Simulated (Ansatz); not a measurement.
## C3H3Br, SMILES C#CCBr: harmonic frequencies at the relaxed geometry

Program: Ansatz 0.2.0, Python API.

`c3h3br_freq.py`:
```python
# -*- coding: utf-8 -*-
"""Vibrations of C3H3Br."""

import itertools
import warnings

import ansatz
from ase import Atoms
from ase.data import atomic_numbers, covalent_radii
from ase.thermochemistry import IdealGasThermo
import numpy as np

GEOMETRY = """
C     1.71870   -0.36220   -0.10850
C     0.53600   -0.18530    0.00500
C    -0.90310    0.02520    0.14570
Br   -1.43400    1.71290   -0.66690
H     2.76870   -0.51350   -0.21230
H    -1.20640    0.07790    1.19430
H    -1.47990   -0.75510   -0.35720
"""

warnings.simplefilter("ignore", ansatz.DeckWarning)

mol = ansatz.Crystal.molecule()
for line in GEOMETRY.strip().splitlines():
    symbol, *xyz = line.split()
    mol = mol.atom(symbol, [float(v) for v in xyz])

job = mol.calculation().basis(gaussian="def2-SVP").functional("HF")
symbols = [site.symbol for site in mol.cartesian_sites]
start = np.array([site.position_ang for site in mol.cartesian_sites], dtype=float)
def progress(event):
    if event["event"] == "relax_step":
        row = event["data"]
        print(f"step {row['step']:3d}  E = {row['lagrangian_ev']:.6f} eV  largest force component {row['allowed_force_max_ev_ang']:.4f} eV/A")


data = job.relax(force_tolerance=0.003, max_steps=100).session().plan().execute(on_event=progress).report
end = np.array(data["positions_ang"])

# pairs closer than 1.2 times the sum of covalent radii, before or after
radius = [covalent_radii[atomic_numbers[s]] for s in symbols]
span = lambda where, i, j: np.linalg.norm(where[i] - where[j])
bonded = [(i, j) for i, j in itertools.combinations(range(len(symbols)), 2) if min(span(start, i, j), span(end, i, j)) < 1.2 * (radius[i] + radius[j])]
print("pair        before    after (A)")
for i, j in bonded:
    print(f"{symbols[i]}{i}-{symbols[j]}{j}".ljust(10), f"{span(start, i, j):8.4f} {span(end, i, j):8.4f}")
for first, second in list(itertools.combinations(bonded, 2)):
    shared = set(first) & set(second)
    if shared and symbols[(j := shared.pop())] != "H":
        i, k = sorted((set(first) | set(second)) - {j})
        u, v = end[i] - end[j], end[k] - end[j]
        angle = np.degrees(np.arccos(np.clip(u @ v / np.linalg.norm(u) / np.linalg.norm(v), -1, 1)))
        print(f"final angle {symbols[i]}{i}-{symbols[j]}{j}-{symbols[k]}{k}: {angle:.2f} deg")

# frequencies need a stationary point, so they are taken at the relaxed geometry
minimum = ansatz.Crystal.molecule()
for symbol, place in zip(symbols, end):
    minimum = minimum.atom(symbol, place.tolist())
vibrating = (
    minimum.calculation()
    .basis(gaussian="def2-SVP")
    .functional("HF")
    .phonons(temperatures=(298.15, 498.15, 100))
)
vib = vibrating.run(threads=1).report["vibrations"]
sums = vib["harmonic_sums"]
modes = [m["omega_inv_cm"] for m in sums["modes_at_gamma"] if m["rigid_motion"] == "no"]
for number, w in enumerate(modes, start=1):
    print(f"mode {number:2d} {w:9.1f} 1/cm {w / 8065.544 * 1000:8.2f} meV")
print("imaginary modes:", sum(w < 0 for w in modes), " zero-point energy:", round(sums["zero_point_energy_ev"], 4), "eV")
# rigid rotor and ideal gas, symmetry number taken as one
gas = IdealGasThermo(vib_energies=[w / 8065.544 for w in modes if w > 0], geometry="linear" if len(modes) == 3 * len(symbols) - 5 else "nonlinear",
                     atoms=Atoms(symbols, positions=end), symmetrynumber=1, spin=0.0)
print(f"H(298 K) - E = {gas.get_enthalpy(298.15, verbose=False):.4f} eV")
print(f"S(298 K, 1 bar) = {96485.33 * gas.get_entropy(298.15, 1e5, verbose=False):.1f} J/(mol K) with symmetry number 1")
```

Running `python c3h3br_freq.py` prints:
```text
step   1  E = -73124.912557 eV  largest force component 1.2830 eV/A
step   2  E = -73124.926246 eV  largest force component 0.2533 eV/A
step   3  E = -73124.927053 eV  largest force component 0.0513 eV/A
step   4  E = -73124.927226 eV  largest force component 0.0267 eV/A
step   5  E = -73124.927367 eV  largest force component 0.0333 eV/A
step   6  E = -73124.927409 eV  largest force component 0.0178 eV/A
step   7  E = -73124.927413 eV  largest force component 0.0040 eV/A
step   8  E = -73124.927414 eV  largest force component 0.0039 eV/A
step   9  E = -73124.927415 eV  largest force component 0.0046 eV/A
step  10  E = -73124.927415 eV  largest force component 0.0012 eV/A
pair        before    after (A)
C0-C1        1.2012   1.1904
C0-H4        1.0659   1.0653
C1-C2        1.4612   1.4588
C2-Br3       1.9469   1.9530
C2-H5        1.0929   1.0849
C2-H6        1.0929   1.0849
final angle C1-C0-H4: 179.74 deg
final angle C0-C1-C2: 178.79 deg
final angle C1-C2-Br3: 112.51 deg
final angle C1-C2-H5: 111.10 deg
final angle C1-C2-H6: 111.10 deg
final angle Br3-C2-H5: 106.20 deg
final angle Br3-C2-H6: 106.20 deg
final angle H5-C2-H6: 109.49 deg
mode  1     176.2 1/cm    21.84 meV
mode  2     371.9 1/cm    46.10 meV
mode  3     449.3 1/cm    55.71 meV
mode  4     699.0 1/cm    86.67 meV
mode  5     822.6 1/cm   101.98 meV
mode  6     842.7 1/cm   104.49 meV
mode  7     950.4 1/cm   117.83 meV
mode  8    1027.0 1/cm   127.34 meV
mode  9    1268.7 1/cm   157.29 meV
mode 10    1358.8 1/cm   168.47 meV
mode 11    1573.7 1/cm   195.11 meV
mode 12    2403.0 1/cm   297.93 meV
mode 13    3274.2 1/cm   405.95 meV
mode 14    3349.1 1/cm   415.23 meV
mode 15    3621.5 1/cm   449.01 meV
imaginary modes: 0  zero-point energy: 1.3755 eV
H(298 K) - E = 1.5206 eV
S(298 K, 1 bar) = 297.5 J/(mol K) with symmetry number 1
```

What to keep in mind:
- Total energies depend on the basis set; only differences at equal settings carry meaning.
- The frequencies are harmonic and unscaled, in a modest basis. The result belongs to the one conformer reached from this start, and soft torsions count as harmonic oscillators.
- The entropy takes a symmetry number of 1; a symmetric molecule's is lower by R ln(sigma).
- Wall time of the script: 78 s on 1 thread of Arm Neoverse V1, on a shared host, peak memory 0.3 GiB.

(A comment or docstring line of the script was reworded after the run, the code is as it ran; lines on the test bed's own set-up are left out of the output.)
